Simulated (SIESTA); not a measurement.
# Hf2Pd2Se2Br2O3 (P1) in SIESTA: reference runs, part 3 of 3

SIESTA 5.4.2. The steps go on from the part before.

### Step 8. Single point, PBE, 21.18 Å³/atom

The input, Hf2Pd2Se2Br2O3.fdf:

```
SystemName                      Hf2Pd2Se2Br2O3
SystemLabel                     Hf2Pd2Se2Br2O3
NumberOfSpecies                 5
NumberOfAtoms                   11
%block ChemicalSpeciesLabel
  1  72 Hf
  2  46 Pd
  3  34 Se
  4  35 Br
  5   8 O
%endblock ChemicalSpeciesLabel

LatticeConstant                 1.0 Ang
%block LatticeVectors
     5.8365073776     0.0000000000     0.0000000000
    -0.5293453937     5.9241456660     0.0000000000
    -1.5080371146    -0.8982975222     6.7378849044
%endblock LatticeVectors
AtomicCoordinatesFormat         Fractional
%block AtomicCoordinatesAndAtomicSpecies
     0.7454000000     0.3960200000     0.3498900000  1  Hf
     0.2876300000     0.4532200000     0.5940100000  1  Hf
     0.9085400000     0.1329400000     0.8484900000  2  Pd
     0.2524900000     0.9032300000     0.3587400000  2  Pd
     0.6346900000     0.4035500000     0.9371600000  3  Se
     0.6259700000     0.7817400000     0.5302300000  3  Se
     0.8527300000     0.9908900000     0.1535500000  4  Br
     0.2252600000     0.8208400000     0.8622300000  4  Br
     0.9604000000     0.2892500000     0.5902600000  5  O
     0.4323300000     0.2452400000     0.4086400000  5  O
     0.0745700000     0.5830800000     0.3668200000  5  O
%endblock AtomicCoordinatesAndAtomicSpecies

%block kgrid.MonkhorstPack
    5   0   0  0.0
    0   5   0  0.0
    0   0   4  0.0
%endblock kgrid.MonkhorstPack
XC.Functional                   GGA
XC.Authors                      PBE
PAO.BasisSize                   DZP
PAO.EnergyShift                 0.003 Ry
Mesh.Cutoff                     800 Ry
OccupationFunction              FD
ElectronicTemperature           0.05 eV
MaxSCFIterations                120
SCF.MustConverge                false
SCF.Mixer.Method                Pulay
SCF.Mixer.Weight                0.25
SCF.Mixer.History               8
SCF.DM.Tolerance                5.0e-05
SCF.H.Tolerance                 1.0e-03 eV
WriteForces                     true
Charge.Mulliken                 end
%block PAO.Basis
  Hf 5
  n=5 0 2
    3.241 0.000
  n=6 0 2
    8.163 0.000
  n=5 1 2
    3.929 0.000
  n=6 1 1
    8.163
  n=5 2 2
    7.906 0.000
  Pd 5
  n=4 0 2
    2.822 0.000
  n=5 0 2
    8.721 0.000
  n=4 1 2
    3.234 0.000
  n=5 1 1
    8.721
  n=4 2 2
    5.877 0.000
  Se 4
  n=4 0 2
    5.139 0.000
  n=4 1 2
    6.735 0.000
  n=3 2 2
    2.657 0.000
  n=4 2 1
    6.735
%endblock PAO.Basis
Diag.ParallelOverK              true
```

On the command line:

```console
mpirun -n 4 siesta Hf2Pd2Se2Br2O3.fdf > Hf2Pd2Se2Br2O3.out 2>&1
```

Run time: 53 s. Hardware: 4 MPI ranks of Intel Xeon 6975P-C (Granite Rapids), shared host; peak memory 0.47 GiB.

Results (log left out):

```
Free energy            : -19252.4779 eV
Pressure               : -2.1 GPa
Largest force          : 0.352 eV/Å
Band gap on the k mesh : 0.11 eV, indirect (least direct gap 0.32 eV)
```

Caveat: short orbitals over semicore shells can move pressures by several GPa; spin-orbit coupling is left out, which moves the levels of the heavy elements; an odd mesh through Γ misses points on the zone boundary, where band edges often lie; the basis of atomic orbitals isn't converged, which shifts pressures, moduli and gaps.

### Step 9. Single point, PBE, 21.59 Å³/atom

Hf2Pd2Se2Br2O3.fdf, as its differences from that of step 8:

```diff
@@ -14,5 +14,5 @@
 %block LatticeVectors
-     5.8365073776     0.0000000000     0.0000000000
-    -0.5293453937     5.9241456660     0.0000000000
-    -1.5080371146    -0.8982975222     6.7378849044
+     5.8736835861     0.0000000000     0.0000000000
+    -0.5327171113     5.9618800953     0.0000000000
+    -1.5176427055    -0.9040193167     6.7808025259
 %endblock LatticeVectors
```

Potentials or basis: PseudoDojo 0.4 standard (PBE files), DZP (energy shift 0.003 Ry; two zetas on semicore shells).

On the command line:

```console
mpirun -n 4 siesta Hf2Pd2Se2Br2O3.fdf > Hf2Pd2Se2Br2O3.out 2>&1
```

Run time: 54 s. Hardware: 4 MPI ranks of Intel Xeon 6975P-C (Granite Rapids), shared host; peak memory 0.47 GiB.

Results (log left out):

```
Free energy            : -19252.3963 eV
Pressure               : -3.7 GPa
Largest force          : 0.587 eV/Å
Band gap on the k mesh : 0.10 eV, indirect (least direct gap 0.30 eV)
```

Caveat: short orbitals over semicore shells can move pressures by several GPa; spin-orbit coupling is left out, which moves the levels of the heavy elements; an odd mesh through Γ misses points on the zone boundary, where band edges often lie; the basis of atomic orbitals isn't converged, which shifts pressures, moduli and gaps.

### Step 10. Equation of state, PBE

Potentials or basis: PseudoDojo 0.4 standard (PBE files), DZP (energy shift 0.003 Ry; two zetas on semicore shells).

This step only gathers the single runs of the series.

Results:

| Quantity | Value |
| --- | --- |
| Equilibrium volume | 20.70 Å³/atom |
| Bulk modulus at fixed shape and positions | 97 GPa |
| Pressure derivative of the bulk modulus | 4.6 |

Energy against volume, from the lowest point:
| volume (Å³/atom) | energy (meV/atom) |
| --- | --- |
| 19.143 | 41.28 |
| 19.550 | 21.64 |
| 19.957 | 8.67 |
| 20.365 | 1.66 |
| 20.772 | 0.00 |
| 21.179 | 3.13 |
| 21.586 | 10.54 |

Caveat: short orbitals over semicore shells can move pressures by several GPa; the cell was scaled at fixed shape and fractional positions, which overstates the stiffness of a crystal with free parameters, most of all of layers and chains; the basis of atomic orbitals isn't converged, which shifts pressures, moduli and gaps.

### Step 11. Summary

| task | cell | gap on the mesh (eV) | pressure (GPa) | largest force (eV/Å) |
| --- | --- | --- | --- | --- |
| single point | as given | 0.12 | 1.7 | 0.59 |
| single point | atoms moved at random, drawn with an rms of 0.05 Å | none | 1.5 | 0.76 |
| equation of state | as given | - | - | - |

Alike in all rows: level PBE; potentials or basis PseudoDojo 0.4 standard (PBE files), DZP (energy shift 0.003 Ry; two zetas on semicore shells); no spin polarisation; k mesh 5 × 5 × 4; smearing fermi-dirac 0.05 eV; grid cutoff 800 Ry; energy shift 0.003 Ry.

Caveats: short orbitals over semicore shells can move pressures by several GPa; the basis of atomic orbitals isn't converged, which shifts pressures, moduli and gaps; spin-orbit coupling is left out, which moves the levels of the heavy elements (some runs); an odd mesh through Γ misses points on the zone boundary, where band edges often lie (some runs); the cell was scaled at fixed shape and fractional positions, which overstates the stiffness of a crystal with free parameters, most of all of layers and chains (some runs).

Total energies depend on the potentials used, so only differences within one code and one set of settings carry meaning.
